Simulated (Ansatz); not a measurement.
# Mo3Ru: the cost of one run

Computed with Ansatz 0.2.0 (DFT PBE, scalar-relativistic, plane waves, PAW, unless a step's input says otherwise).

## 1. The starting structure

The structure is hexagonal, space group P-6m2 (No. 187). Conventional cell: a = 2.897 Å, b = 2.897 Å, c = 9.265 Å, α = 90.00°, β = 90.00°, γ = 120.00°. Mo (site symmetry -6m2) has 12 Mo at 2.86 to 2.90 Å as nearest neighbours. Mo (site symmetry 3m) is surrounded by 9 Mo at 2.86 to 2.90 Å and 3 Ru at 2.86 Å. Ru (site symmetry -6m2) is surrounded by 6 Mo at 2.86 Å and 6 Ru at 2.90 Å.

Coordinates:

```cif
data_structure
_symmetry_space_group_name_H-M 'P 1'
_symmetry_Int_Tables_number 1
_cell_length_a 2.8971
_cell_length_b 2.8971
_cell_length_c 9.2647
_cell_angle_alpha 90.000
_cell_angle_beta 90.000
_cell_angle_gamma 120.000
_cell_volume 67.34
loop_
_atom_site_label
_atom_site_type_symbol
_atom_site_fract_x
_atom_site_fract_y
_atom_site_fract_z
_atom_site_occupancy
Mo1 Mo 0.33333 0.66667 0.50000 1
Mo2 Mo 0.66667 0.33333 0.25000 1
Mo3 Mo 0.66667 0.33333 0.75000 1
Ru1 Ru 0.33333 0.66667 0.00000 1
```

The start is an ordering of an alloy on its end members' structure types: elements ordered on the sites of the Re type, Ru/Mo on Re (P-6m2, No. 187).

## 2. The guess as it stands, on a coarse mesh

The input, input.yaml:

```yaml
crystal:
  lattice:
    - [2.89706516, 0.0, 0.0]
    - [-1.44853258, 2.50893202, 0.0]
    - [0.0, 0.0, 9.26472847]
  atoms:
    - { symbol: Mo, position: [0.33333333, 0.66666667, 0.5] }
    - { symbol: Mo, position: [0.66666667, 0.33333333, 0.25] }
    - { symbol: Mo, position: [0.66666667, 0.33333333, 0.75] }
    - { symbol: Ru, position: [0.33333333, 0.66666667, 0.0] }
basis:
  ecutwfc: 420
kpoints:
  mp_grid: { grid: [6, 6, 2] }
hamiltonian:
  xc: pbe
scf:
  occupations: { method: gaussian, width: 0.1 }
  lower_state_search: "off"
output:
  forces: true
  stress: true
  eigenvalues: true
```

The run is started by

```bash
ansatz run input.yaml --threads 1 --pin off --max-ram 2560MiB --backend cpu --events-out ev --progress --plain --runs-dir out
```

**Question.** How long does this run take on 1 thread of Intel Xeon at 2.50GHz (Skylake/Cascade Lake), shared host, and how much memory does it need?

About 4.7 s, with a peak of 0.34 GiB.
